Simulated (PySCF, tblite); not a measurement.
**C2H14SeSi4: geometry, infrared bands and NMR shifts**

What infrared bands and NMR shifts should C2H14SeSi4 (`C[SiH2][Si@@H]([SiH3])[SiH2][Se]C`) show?

Programs: tblite 0.8.0 and PySCF 2.14.0, with density-fitted response routines of our own. Each step states its level of theory. These are calculated values for one molecule in the gas phase, unless marked as measured. Atoms count from 0, in the outputs and in this text.

### Step 1. The molecule as given

21 atoms, charge 0, multiplicity 1; geometry from: force field or distance geometry start.

Bonds of the start (Å): C0–Si1 1.85, Si1–Si2 2.24, Si2–Si3 2.23, Si2–Si4 2.23, Si4–Se5 2.28, Se5–C6 1.95, C0–H7 1.11, C0–H8 1.11, C0–H9 1.12, Si1–H10 1.48, Si1–H11 1.47, Si2–H12 1.46, Si3–H13 1.47, Si3–H14 1.47, Si3–H15 1.49, Si4–H16 1.47, Si4–H17 1.48, C6–H18 1.12, C6–H19 1.12, C6–H20 1.10.

### Step 2. Relaxing the molecule with GFN2-xTB

Job settings and geometry (Å):

```
{"job": {"kind": "relax", "xc": "GFN2-xTB", "basis": "xTB"}, "charge": 0, "multiplicity": 1}
C     -2.725000     0.610600     0.063500
Si    -1.504200     0.071800     1.342800
Si     0.250500    -0.887900     0.337600
Si    -0.454000    -2.687300    -0.776000
Si     1.108800     0.565300    -1.114200
Se     1.447800     2.583300    -0.106000
C      2.803800     1.849100     1.085200
H     -2.248400     1.349700    -0.614100
H     -3.068900    -0.270700    -0.516500
H     -3.607700     1.085800     0.567900
H     -2.131000    -0.905300     2.258200
H     -1.039300     1.233700     2.114700
H      1.247400    -1.261800     1.341700
H      0.694300    -3.319500    -1.452000
H     -1.465800    -2.287200    -1.757300
H     -1.048800    -3.644700     0.196400
H      2.381600     0.046400    -1.640300
H      0.159100     0.741000    -2.229600
H      2.342300     1.098500     1.769400
H      3.236900     2.666700     1.708000
H      3.611700     1.379300     0.503100
```

On the command line:

```console
$ OMP_NUM_THREADS=1 python probes_run.py task.json out
```

The driver reads the jobs from task.json and runs them one after another.

**Question.** This job is followed by: GFN2-xTB harmonic vibrations, gas phase; GIAO PBE0/pcSseg-1 NMR shielding, non-relativistic, gas phase. Predict these results of the whole session: strongest single infrared mode (GFN2-xTB); zero-point energy (GFN2-xTB); ¹³C shifts against TMS (PBE0/pcSseg-1); ¹H shifts against TMS (PBE0/pcSseg-1, means over atoms taken as alike); ²⁹Si shifts against TMS (PBE0/pcSseg-1); ⁷⁷Se shifts against Me2Se (PBE0/pcSseg-1); surface potential, 1st and 99th percentile.

As calculated:

| quantity | value |
| --- | --- |
| strongest single infrared mode (GFN2-xTB) | 594 cm⁻¹, 590 km/mol |
| zero-point energy (GFN2-xTB) | 86.9 kcal/mol |
| ¹³C shifts against TMS (PBE0/pcSseg-1) | 10.7, -7.3 ppm |
| ¹H shifts against TMS (PBE0/pcSseg-1, means over atoms taken as alike) | 5.06, 4.67, 4.25, 4.09, 3.56, 3.51, 1.94, 0.37 ppm |
| ²⁹Si shifts against TMS (PBE0/pcSseg-1) | -53.4, -71.1, -114.2, -143.0 ppm |
| ⁷⁷Se shifts against Me2Se (PBE0/pcSseg-1) | -325 ppm |
| surface potential, 1st and 99th percentile | -0.82 V and 1.14 V |

In words: Over 151 steps the energy fell by 0.552 eV; of the close pairs, Si2–Si4 changed most, 2.226 to 2.347 Å. All 57 modes are real, so the xTB geometry is a minimum. The strongest single mode, at 594 cm⁻¹, moves mainly H12. Unscaled tight-binding wavenumbers are off by several per cent, some by more. Its intensities can rank the bands wrongly. At PBE0/pcSseg-1: Shielding is most anisotropic at Se5 (span 636 ppm, paramagnetic term -920 ppm). At PBE0/pcSseg-1, counted by nearest atom on the grid, the HOMO lies on Se5 76 %, the LUMO on Si2, Si4 about 15 % each; Se5 10 %. Spin-orbit coupling is left out, which matters for shieldings and couplings at and beside the heavy atoms.
